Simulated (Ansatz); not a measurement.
# CH₂Ga (sextet): from Hartree-Fock to the top rungs, cc-pVDZ

Aim: climb from Hartree-Fock through coupled cluster for CH₂Ga (sextet) at one geometry and basis, and see what each rung misses.

Computed with Ansatz 0.2.0, Gaussian basis. Level: cc-pVDZ, core rule «outside noble gas», up to 15 orbitals frozen.

The runs, in order: UHF; CCSD(T) on ROHF; CCSD(T) on UHF; BCCD(T) on ROHF; CISD; CCSDT(Q) on ROHF; CCSDT(Q) on UHF; CCSDTQ on ROHF.

12 further runs of the same task are left out: 7 for a known fault of the program, 5 set aside as unsound or not needed.

## Step 1: The geometry

The geometry is a PBE0/def2-TZVP stationary point (not a proven minimum) of the parent state, kept for this charge and spin. No spin-orbit coupling is included. The filled d shell of Ga may be among the frozen orbitals whatever the setting's name suggests; the logs give the count.

4 atoms, charge 0, spin multiplicity 6.

Atoms are counted from 1 here; the program's logs count them from 0.

Bond lengths: C1–Ga2 1.979 Å, C1–H3 1.085 Å, C1–H4 1.085 Å. Angles: Ga2–C1–H3 120.7°, Ga2–C1–H4 120.7°, H3–C1–H4 118.7°.

## Step 2: UHF

Contents of in.yaml:

```yaml
crystal:
  periodic: [false, false, false]
  atoms:
    - {symbol: C, position_ang: [0.000000, 0.000000, 1.634303]}
    - {symbol: Ga, position_ang: [0.000000, 0.000000, -0.344779]}
    - {symbol: H, position_ang: [0.000000, 0.933392, 2.187576]}
    - {symbol: H, position_ang: [0.000000, -0.933392, 2.187576]}
basis:
  gaussian: {orbitals: cc-pVDZ}
magnetization: {spin_polarized: true, initial_magnetization: 5}
hamiltonian: {xc: hf}
output: {orbitals: {seedname: orbitals}}
```

Launch:

```
$ ansatz run in.yaml --threads 1 --pin off --events-out ev --progress --plain --max-ram 4096MiB --backend cpu
```

Further steps of the session: CCSD(T) on ROHF; CCSD(T) on UHF; BCCD(T) on ROHF; CISD; CCSDT(Q) on ROHF; CCSDT(Q) on UHF; CCSDTQ on ROHF.

Before running them: what should the planned runs give, taken together? Wanted: RCCSDTQ below the RHF energy; RMP2 from RCCSDTQ; UMP2 from RCCSDTQ; RCCSD from RCCSDTQ; RCCSD(T) from RCCSDTQ; UCCSD(T) from RCCSDTQ; RCCSDT(Q) from RCCSDTQ; UCCSDT(Q) from RCCSDTQ; T1 diagnostic.

As calculated:

| quantity | value |
| --- | --- |
| RCCSDTQ below the RHF energy | -3.8010 eV |
| RMP2 from RCCSDTQ | +752.4 meV |
| UMP2 from RCCSDTQ | +706.9 meV |
| RCCSD from RCCSDTQ | +83.3 meV |
| RCCSD(T) from RCCSDTQ | +17.1 meV |
| UCCSD(T) from RCCSDTQ | -22.8 meV |
| RCCSDT(Q) from RCCSDTQ | +0.3 meV |
| UCCSDT(Q) from RCCSDTQ | -39.5 meV |
| levels within 1 kcal/mol (43 meV) | UCCSD, RCCSD(T), UCCSD(T), BCCD(T), RCCSDT, UCCSDT, RCCSDT(Q), UCCSDT(Q) |
| T1 diagnostic | 0.016 |

**Reading.** RCCSD(T) misses by +17.1 meV, 0.4 % of the correlation energy. CCSD(T) misses by +17.1 meV on the restricted determinant and by -22.8 meV on the unrestricted one; the two need not hold the same state or core. These misses are within one basis, not against nature; the frozen cores of restricted and unrestricted runs differ, which can shift their rows.
